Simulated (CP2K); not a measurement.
Bi2Te3 (Tellurobismuthite) in CP2K: the effect of dispersion

The system is Bi2Te3 (Tellurobismuthite).

```
Bi Te
1.0
     4.38600    0.00000    0.00000
    -2.19300    3.79839    0.00000
    -2.19300   -1.26613   10.16567
Bi Te
2 3
Direct
  0.20000 0.60000 0.80000
  0.80000 0.40000 0.20000
  0.58100 0.79050 0.37150
  0.41900 0.20950 0.62850
  0.00000 0.00000 0.00000
```

Alike in all runs:

* Program: CP2K 2026.2
* Task: single point
* Functional: PBE
* Potentials or basis: POTENTIAL_UZH Bi GTH-PBE-q5, Te GTH-PBE-q6; DZVP-MOLOPT-PBE-GTH basis
* Density cutoff: 6123 eV
* k mesh: 7 × 7 × 7
* Occupations: fermi-dirac, width 0.05 eV
* Spin: no spin polarisation

**Question.** One run gave: pressure 1.4 GPa; largest force 0.10 eV/Å. Which dispersion did it use?
A. none
B. D4
C. rVV10
D. D3(BJ)+ATM
E. D3

**Answer.** E.

```csv
dispersion,pressure (GPa),largest force (eV/Å)
none,2.6,0.12
D3,1.4,0.10
D3(BJ),0.4,0.13
D4,0.4,0.12
rVV10,2.2,0.15
D3(BJ)+ATM,0.6,0.13
```

Caveats: the basis of atomic orbitals isn't converged, which shifts pressures, moduli and gaps.
